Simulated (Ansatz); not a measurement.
**CH₅AsOTe: one species, many methods**

An exercise on one series of results from a longer session: the logs are not shown, and one member is left open.

Method: functionals in def2-TZVPP, the program's frozen cores in correlated methods; program: Ansatz 0.2.0, Gaussian basis.

The runs, in order: LDA (SPW92), PBE-D4, revPBE-D4, BLYP-D4, r2SCAN-D4, B97M-V, PBE0-D4, B3LYP-D4, r2SCANh-D4, r2SCAN0-D4, HSE06-D4, BHLYP-D4, CAM-B3LYP-D4, LC-ωPBE, ωB97X-V, ωB97M-V, B2PLYP, PBE-QIDH; CCSD(T)/def2-SVP; CCSD(T)/def2-TZVPP; MP2/def2-QZVPP; extrapolation to the limit; RPA on PBE.

## The geometry

The geometry comes from an earlier relaxation with PBE0-D4 in a triple-zeta def2 set; it is a stationary point, not always the lowest conformer. Te takes the def2 core potential; no spin-orbit term is included.

SMILES `C[Te][AsH]O`, 9 atoms, charge 0, spin multiplicity 1.

Atoms are counted from 1 here; the program's logs count them from 0.

Bond lengths: C1–Te2 2.144 Å, C1–H5 1.087 Å, C1–H6 1.088 Å, C1–H7 1.089 Å, Te2–As3 2.572 Å, As3–O4 1.806 Å, As3–H8 1.524 Å, O4–H9 0.962 Å. Angles: Te2–C1–H5 109.5°, Te2–C1–H6 108.0°, Te2–C1–H7 107.6°, H5–C1–H6 111.1°, H5–C1–H7 110.4°, H6–C1–H7 110.1°, C1–Te2–As3 95.5°, Te2–As3–O4 101.3°, Te2–As3–H8 93.3°, O4–As3–H8 91.0°, As3–O4–H9 108.7°.

The first run:

in.yaml

```yaml
crystal:
  periodic: [false, false, false]
  atoms:
    - {symbol: C, position_ang: [-0.237506, 0.892181, -1.263401]}
    - {symbol: Te, position_ang: [1.691237, 0.498687, -0.413724]}
    - {symbol: As, position_ang: [0.908397, -1.436180, 1.089524]}
    - {symbol: O, position_ang: [-0.468703, -0.667018, 1.968387]}
    - {symbol: H, position_ang: [-0.490956, 0.105843, -1.970411]}
    - {symbol: H, position_ang: [-0.960260, 0.936686, -0.452003]}
    - {symbol: H, position_ang: [-0.183054, 1.854386, -1.770390]}
    - {symbol: H, position_ang: [-0.041176, -1.988358, 0.032720]}
    - {symbol: H, position_ang: [-0.129279, -0.242430, 2.762098]}
basis:
  gaussian: {orbitals: def2-TZVPP}
hamiltonian: {xc: lda}
output: {orbitals: {seedname: orbitals}}
```

Steps of the session up to this table: LDA; PBE-D4 (GGA); revPBE-D4 (GGA); BLYP-D4 (GGA); r2SCAN-D4 (meta-GGA); B97M-V (meta-GGA); PBE0-D4 (hybrid); B3LYP-D4 (hybrid); r2SCANh-D4 (hybrid); r2SCAN0-D4 (hybrid); HSE06-D4 (hybrid); BHLYP-D4 (hybrid); CAM-B3LYP-D4 (range-separated); LC-ωPBE (range-separated); ωB97X-V (range-separated); ωB97M-V (range-separated); B2PLYP (double hybrid); PBE-QIDH (double hybrid).

One of the session's tables, all rows but one given; the rest of the session is left out.

It belongs to the step «Orbital energies across the functionals». 

| functional | HOMO (eV) | gap (eV) |
| --- | --- | --- |
| LDA (SPW92) | -5.30 | 3.39 |
| PBE-D4 | -5.14 | 3.47 |
| revPBE-D4 | -5.09 | 3.50 |
| BLYP-D4 | -4.97 | 3.39 |
| r2SCAN-D4 | -5.38 | 3.86 |
| B97M-V | -5.38 | 3.92 |
| PBE0-D4 | ? | ? |
| B3LYP-D4 | -5.95 | 4.81 |
| r2SCANh-D4 | -5.75 | 4.51 |
| r2SCAN0-D4 | -6.32 | 5.49 |
| HSE06-D4 | -5.78 | 4.50 |
| BHLYP-D4 | -7.04 | 6.95 |
| CAM-B3LYP-D4 | -7.37 | 7.40 |
| LC-ωPBE | -8.67 | 9.77 |
| ωB97X-V | -8.35 | 9.37 |
| ωB97M-V | -8.23 | 9.09 |

Q: Estimate the row for PBE0-D4 from the others.

The run gave: HOMO (eV): -6.17; gap (eV): 5.25. In the column «HOMO (eV)» it lies between r2SCAN0-D4 (-6.32) and B3LYP-D4 (-5.95).
